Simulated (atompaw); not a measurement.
# A PAW (atompaw) potential for hydrogen, from input to tests

Aim: build the potential from the settings below, then test how well it stands in for the atom: scattering, ghost states and the plane-wave cutoff that it needs.

Program: atompaw 4.2.0.5. Reference atom: PBE, scalar-relativistic, spherical and spin-unpolarised. All values are calculated.

## 1. Starting point

Typed settings, in words:

* element: hydrogen (H, Z = 1)
* type: PAW
* frozen core: none
* valence charge: 1
* reference configuration: 1s1
* partial waves: 1s (bound); 1s channel at 0.4 Ry; 2p channel at 0.35 Ry
* local potential: vpsmatchnc scheme with l = 2 at 1 Ry, radius 0.90 bohr
* core correction: not asked for
* augmentation charge: sinc compensation charge, radius 0.90 bohr; PAW radius 1.05 bohr; waves and projectors: bloechl

An earlier all-electron run gives the scale for the radii.

All-electron outer shells of the reference configuration (PBE, scalar-relativistic, ld1.x):

```
shell  level (eV)  outermost node (bohr)  outermost maximum (bohr)
   1s       -6.49                      –                      1.03
```

## 2. Generation

H.input reads:

```
H 1
GGA-PBE scalarrelativistic loggrid 1500 logderivrange -2 5 176
1 0 0 0 0 0
1 0 1
0 0 0
v
1
1.05 0.90 0.90 0.65
y
0.4
n
y
0.35
n
bloechl sinc
2 1 vpsmatchnc
PWSCFOUT
UPFDX 0.0125d0 UPFXMIN -7.d0 UPFZMESH 1.d0
END
```

Run with:

```sh
$ atompaw < H.input > H.log
```

Q: Predict the outcome of this session. Wanted: cutoffs for 10 and 1 mRy, occupied levels; bound ghosts; largest phase difference near zero energy, channels read; lowest eigenvalue of the overlap; share of valence orbitals outside the PAW sphere; UPF file.

**Answer**, as computed:

```
                                                quantity            value
               cutoffs for 10 and 1 mRy, occupied levels  15 Ry and 30 Ry
                                            bound ghosts       none found
largest phase difference near zero energy, channels read        0.000 rad
         lowest eigenvalue of the overlap (Bessel basis)        0.001 (s)
        share of valence orbitals outside the PAW sphere          1s 68 %
                                                UPF file          written
```

In words: The overlap operator is nearly singular (0.001). The potential is soft on the atom at that tolerance: the looser tolerance needs 15 Ry. It is free of bound ghosts as far as tested. Near zero energy the phases of the channels with partial waves agree within 0.001 rad. All of this concerns the isolated atom, not yet a solid.
